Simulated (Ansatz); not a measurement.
# CuTe (Pmmn): one cell, many starting occupations (series 2), part 2 of 2

Task: map the metastable states of CuTe (Pmmn) by varying the start. Cell and atoms stay fixed.

Ansatz 0.2.0; DFT LDA+U (U = 8 eV, J = 0.9 eV on Cu d), plane waves, PAW.

## 5. Random orbitals: fully mixed, one electron more

The input, input.yaml:

```yaml
crystal:
  lattice:
    - [3.09999976, 0.0, 0.0]
    - [0.0, 4.01999969, 0.0]
    - [0.0, 0.0, 6.85999947]
  atoms:
    - { symbol: Cu, position: [0.0, 0.5, 0.449], spin: 0.3 }
    - { symbol: Cu, position: [0.5, 0.0, 0.551], spin: -0.3 }
    - { symbol: Te, position: [0.0, 0.0, 0.223] }
    - { symbol: Te, position: [0.5, 0.5, 0.777] }
basis:
  ecutwfc: 420
  ecutrho_ratio: 4
kpoints:
  mp_grid: { grid: [6, 5, 3] }
hamiltonian:
  xc: lda
  hubbard:
    sites:
      - { site: 0, l: d, u: 8.0, j: 0.9, starting_ns: [{ spin: up, occupation_matrix: s0up }, { spin: down, occupation_matrix: s0down }] }
      - { site: 1, l: d, u: 8.0, j: 0.9, starting_ns: [{ spin: up, occupation_matrix: s1up }, { spin: down, occupation_matrix: s1down }] }
    occupation_matrices:
      s0up:
        matrix:
          - [0.97, 0.0, 0.0, 0.0, 0.0]
          - [0.0, 0.97, 0.0, 0.0, 0.0]
          - [0.0, 0.0, 0.97, 0.0, 0.0]
          - [0.0, 0.0, 0.0, 0.97, 0.0]
          - [0.0, 0.0, 0.0, 0.0, 0.97]
      s0down:
        matrix:
          - [0.97, 0.0, 0.0, 0.0, 0.0]
          - [0.0, 0.97, 0.0, 0.0, 0.0]
          - [0.0, 0.0, 0.97, 0.0, 0.0]
          - [0.0, 0.0, 0.0, 0.97, 0.0]
          - [0.0, 0.0, 0.0, 0.0, 0.97]
      s1up:
        matrix:
          - [0.97, 0.0, 0.0, 0.0, 0.0]
          - [0.0, 0.97, 0.0, 0.0, 0.0]
          - [0.0, 0.0, 0.97, 0.0, 0.0]
          - [0.0, 0.0, 0.0, 0.97, 0.0]
          - [0.0, 0.0, 0.0, 0.0, 0.97]
      s1down:
        matrix:
          - [0.97, 0.0, 0.0, 0.0, 0.0]
          - [0.0, 0.97, 0.0, 0.0, 0.0]
          - [0.0, 0.0, 0.97, 0.0, 0.0]
          - [0.0, 0.0, 0.0, 0.97, 0.0]
          - [0.0, 0.0, 0.0, 0.0, 0.97]
    ns_hold: { iters: 12 }
scf:
  occupations: { method: gaussian, width: 0.05 }
  lower_state_search: "off"
  max_iter: 150
output:
  forces: true
  stress: true
  eigenvalues: true
  populations: true
  hubbard: { sites: [{ site: 0, l: d }, { site: 1, l: d }] }
magnetization:
  spin_polarized: true
```

At this filling each channel is wholly full or empty, so no choice of orbitals remains. The typed matrices put 0.97 on the chosen orbitals and 0.02 on the others, and are held for 12 cycles.

Launch:

```
$ ansatz run input.yaml --threads 2 --pin off --max-ram 3072MiB --backend cpu --events-out ev --progress --plain --runs-dir out
```

Output, shortened:

```text
Warning: RAYON_NUM_THREADS=2 ignored (pool sized by the plan → 2); use --threads N
Cu: projections on atomic orbitals take those of the free atom [Ne] 3s2 3p6 3d10 4s1, of charge +0.00 (hamiltonian.pseudopotentials.projection_atoms); the dataset's partial waves leave at most 2.0e-6 of an orbital's norm unspanned inside its sphere
Te: projections on atomic orbitals take those of the free atom [Kr] 4d10 5s2 5p4, of charge +0.00 (hamiltonian.pseudopotentials.projection_atoms); the dataset's partial waves leave at most 7.8e-6 of an orbital's norm unspanned inside its sphere
[...]
Pseudopotentials: kind: paw
Pseudopotential: Cu, paw, valence charge 19, recommended cutoff 420 eV (normal), Cu.paw.azcp
Pseudopotential: Te, paw, valence charge 16, recommended cutoff 420 eV (normal), Te.paw.azcp
Functional definition: SPW92
[...]
Crystal: 4 atoms, lattice volume = 85.489 Å³
Basis set: ecut = 420 eV, 1697 PW (Γ)
Bands: 43, of which v1, the nominal top of the filled ones, is band 35 counted from 1 (34 counted from 0)
Symmetry: 4 space group operations
[...]
WARN: the starting moments were not kept: the SCF closed with an absolute magnetisation of 6.5e-8 μB, where they sum to 0.6 μB in size (2 sites). That is at most 0.1 of that sum. Measured as dr2_m measures the in/out step, that magnetisation stands 1.0e-15 eV from none, at or under the [...]
  Cu0 d_3D dn     Tr n = 4.9415  λ = 0.980 0.988 0.989 0.990 0.994  [yz 1.00 B2(1.00) | 2× xz 0.50 B1(0.50) | z2 1.00 A1(1.00) | x2-y2 1.00 A1(1.00)]
  specified occupation → Cu0 d_3D up: matrix, ‖Δ‖_F = 0.0421, Tr Δ = -0.0915, displaced = 0.0457, d_λ = 0.0421; orbital distance = 0.0000
  specified occupation → Cu0 d_3D dn: matrix, ‖Δ‖_F = 0.0421, Tr Δ = -0.0915, displaced = 0.0457, d_λ = 0.0421; orbital distance = 0.0000
  Cu1 d_3D: site group C2v (mm2)
  Cu1 d_3D up     Tr n = 4.9415  λ = 0.980 0.988 0.989 0.990 0.994  [yz 1.00 B2(1.00) | 2× xz 0.50 B1(0.50) | z2 1.00 A1(1.00) | x2-y2 1.00 A1(1.00)]
  Cu1 d_3D dn     Tr n = 4.9415  λ = 0.980 0.988 0.989 0.990 0.994  [yz 1.00 B2(1.00) | 2× xz 0.50 B1(0.50) | z2 1.00 A1(1.00) | x2-y2 1.00 A1(1.00)]
  specified occupation → Cu1 d_3D up: matrix, ‖Δ‖_F = 0.0421, Tr Δ = -0.0915, displaced = 0.0457, d_λ = 0.0421; orbital distance = 0.0000
  specified occupation → Cu1 d_3D dn: matrix, ‖Δ‖_F = 0.0421, Tr Δ = -0.0915, displaced = 0.0457, d_λ = 0.0421; orbital distance = 0.0000
  Tr n, λ and their labels are of the run-group-symmetrised matrices; stabiliser: 16 of 16 elements of G0×{1,Θ} (closed), max defect 1.6e-6 at τ = 6.7e-5
```

Wall time 13 s (2 threads of Intel Xeon Platinum 8488C (Sapphire Rapids), shared host); peak memory 0.52 GiB.

It ends with no gap, pressure -0.1 GPa, no moment over 0.05 μB in any sphere, largest force component 0.26 eV/Å, 4 symmetry operations imposed.

The shells' filling, with natural orbitals sorted by occupation:

| shell | channel | electrons | over 0.8 | 0.2 to 0.8 | under 0.2 |
| --- | --- | --- | --- | --- | --- |
| Cu 3d (atom 1) | up | 4.94 | 5 | 0 | 0 |
| Cu 3d (atom 1) | down | 4.94 | 5 | 0 | 0 |

## 6. Random orbitals: drawn by pairs, first filling

input.yaml, as its differences from that of step 5:

```diff
@@ -6,4 +6,4 @@
   atoms:
-    - { symbol: Cu, position: [0.0, 0.5, 0.449], spin: 0.3 }
-    - { symbol: Cu, position: [0.5, 0.0, 0.551], spin: -0.3 }
+    - { symbol: Cu, position: [0.0, 0.5, 0.449], spin: 1.0 }
+    - { symbol: Cu, position: [0.5, 0.0, 0.551], spin: -1.0 }
     - { symbol: Te, position: [0.0, 0.0, 0.223] }
@@ -31,4 +31,4 @@
         matrix:
-          - [0.97, 0.0, 0.0, 0.0, 0.0]
-          - [0.0, 0.97, 0.0, 0.0, 0.0]
+          - [0.495, -0.475, 0.0, 0.0, 0.0]
+          - [-0.475, 0.495, 0.0, 0.0, 0.0]
           - [0.0, 0.0, 0.97, 0.0, 0.0]
@@ -38,4 +38,4 @@
         matrix:
-          - [0.97, 0.0, 0.0, 0.0, 0.0]
-          - [0.0, 0.97, 0.0, 0.0, 0.0]
+          - [0.495, -0.475, 0.0, 0.0, 0.0]
+          - [-0.475, 0.495, 0.0, 0.0, 0.0]
           - [0.0, 0.0, 0.97, 0.0, 0.0]
```

The typed matrices put 0.97 on the chosen orbitals and 0.02 on the others, and are held for 12 cycles.

Launch:

```
$ ansatz run input.yaml --threads 2 --pin off --max-ram 3072MiB --backend cpu --events-out ev --progress --plain --runs-dir out
```

Output, shortened:

```text
Warning: crystal.symmetry: narrowed to the stabiliser of the occupation matrices — unitary ops 4 → 2, anti-unitary 4 → 2; lowered by the specified shells (site 0, l: d), (site 1, l: d); largest admitted image defect 8.9e-16, smallest excluded 9.5e-1 — at a splitting's scale: the group the [...]
Warning: RAYON_NUM_THREADS=2 ignored (pool sized by the plan → 2); use --threads N
Cu: projections on atomic orbitals take those of the free atom [Ne] 3s2 3p6 3d10 4s1, of charge +0.00 (hamiltonian.pseudopotentials.projection_atoms); the dataset's partial waves leave at most 2.0e-6 of an orbital's norm unspanned inside its sphere
Te: projections on atomic orbitals take those of the free atom [Kr] 4d10 5s2 5p4, of charge +0.00 (hamiltonian.pseudopotentials.projection_atoms); the dataset's partial waves leave at most 7.8e-6 of an orbital's norm unspanned inside its sphere
[...]
[... 4 set-up lines as earlier in the session ...]
[...]
Crystal: 4 atoms, lattice volume = 85.489 Å³
Basis set: ecut = 420 eV, 1697 PW (Γ)
Bands: 44, of which v1, the nominal top of the filled ones, is band 35 counted from 1 (34 counted from 0)
[...]
WARN: the starting moments were not kept: the SCF closed with an absolute magnetisation of 1.9e-6 μB, where they sum to 2 μB in size (2 sites). That is at most 0.1 of that sum. Measured as dr2_m measures the in/out step, that magnetisation stands 1.0e-12 eV from none, at or under the [...]
WARN: hamiltonian.hubbard: on 2 of 4 specified blocks the occupation matrix of this SCF's result fails the test of the specified filling. At site 0 ↓ (sites count from 0 in the list of atoms of the cell that this SCF solves) the least filled combination of the orbitals specified full has [...]
     2     Te     16.1926    -0.0000
     3     Te     16.1926     0.0000
  spilling = 0.005600 (of n_electrons = 70.000000)
--- Occupation matrices: 2 shells (run DFT+U table (all-electron-ortho-atomic); ε = 6.53e-4) ---
  Cu0 d_3D: site group C2v (mm2)
  Cu0 d_3D up     Tr n = 4.9414  λ = 0.980 0.988 0.989 0.990 0.994  [yz 1.00 B2(1.00) | 2× xz 0.50 B1(0.50) | z2 1.00 A1(1.00) | x2-y2 1.00 A1(1.00)]
  Cu0 d_3D dn     Tr n = 4.9414  λ = 0.980 0.988 0.989 0.990 0.994  [yz 1.00 B2(1.00) | 2× xz 0.50 B1(0.50) | z2 1.00 A1(1.00) | x2-y2 1.00 A1(1.00)]
  specified occupation → Cu0 d_3D up: matrix, ‖Δ‖_F = 0.0421, Tr Δ = -0.0914, displaced = 0.0457, d_λ = 0.0421; orbital distance = 0.0000
  specified occupation → Cu0 d_3D dn: matrix, ‖Δ‖_F = 0.9702, Tr Δ = -1.0414, displaced = 0.5207, d_λ = 0.9610; orbital distance = 1.4142
  Cu1 d_3D: site group C2v (mm2)
  Cu1 d_3D up     Tr n = 4.9415  λ = 0.980 0.988 0.989 0.990 0.994  [yz 1.00 B2(1.00) | 2× xz 0.50 B1(0.50) | z2 1.00 A1(1.00) | x2-y2 1.00 A1(1.00)]
  Cu1 d_3D dn     Tr n = 4.9415  λ = 0.980 0.988 0.989 0.990 0.994  [yz 1.00 B2(1.00) | 2× xz 0.50 B1(0.50) | z2 1.00 A1(1.00) | x2-y2 1.00 A1(1.00)]
  specified occupation → Cu1 d_3D up: matrix, ‖Δ‖_F = 0.9702, Tr Δ = -1.0415, displaced = 0.5207, d_λ = 0.9610; orbital distance = 1.4142
  specified occupation → Cu1 d_3D dn: matrix, ‖Δ‖_F = 0.0421, Tr Δ = -0.0915, displaced = 0.0457, d_λ = 0.0421; orbital distance = 0.0000
  Tr n, λ and their labels are of the run-group-symmetrised matrices; stabiliser: 16 of 16 elements of G0×{1,Θ} (closed), max defect 3.7e-6 at τ = 1.4e-4
```

Run time: 17 s. Hardware: 2 threads of Intel Xeon Platinum 8488C (Sapphire Rapids), shared host; peak memory 0.53 GiB.

Result: no gap, pressure -0.1 GPa, no moment over 0.05 μB in any sphere, largest force component 0.26 eV/Å, 2 symmetry operations imposed. The program reports that the typed filling wasn't kept.

How the shells are filled (orbitals counted by the eigenvalues of the occupation matrices):

| shell | channel | electrons | over 0.8 | 0.2 to 0.8 | under 0.2 |
| --- | --- | --- | --- | --- | --- |
| Cu 3d (atom 1) | up | 4.94 | 5 | 0 | 0 |
| Cu 3d (atom 1) | down | 4.94 | 5 | 0 | 0 |

## 7. All runs side by side

The summary covers parts 1 to 2.

Energies count from the lowest free state and have the smearing extrapolated to zero.

| start | energy (meV/atom) | gap (eV) | pressure (GPa) | largest moment (μB) | SCF cycles | time |
| --- | --- | --- | --- | --- | --- | --- |
| natural orbitals of the symmetric run, filled by rank (earlier series) | 0.0 | metal | -0.1 | 0.00 | 26 | 15 s |
| random orbitals: fully mixed, first filling | 0.0 | metal | -0.1 | 0.00 | 34 | 36 s |
| random orbitals: single harmonics, first filling | 0.0 | metal | -0.1 | 0.00 | 21 | 12 s |
| random orbitals: single harmonics, second filling | 0.0 | metal | -0.1 | 0.00 | 45 | 29 s |
| random orbitals: fully mixed, one electron more | 0.0 | metal | -0.1 | 0.00 | 19 | 13 s |
| random orbitals: drawn by pairs, first filling | 0.0 | metal | -0.1 | 0.00 | 26 | 17 s |

The 6 free runs end within about 1 meV/atom of each other. The lowest state found need not be the ground state, and the geometry wasn't relaxed for any of them.
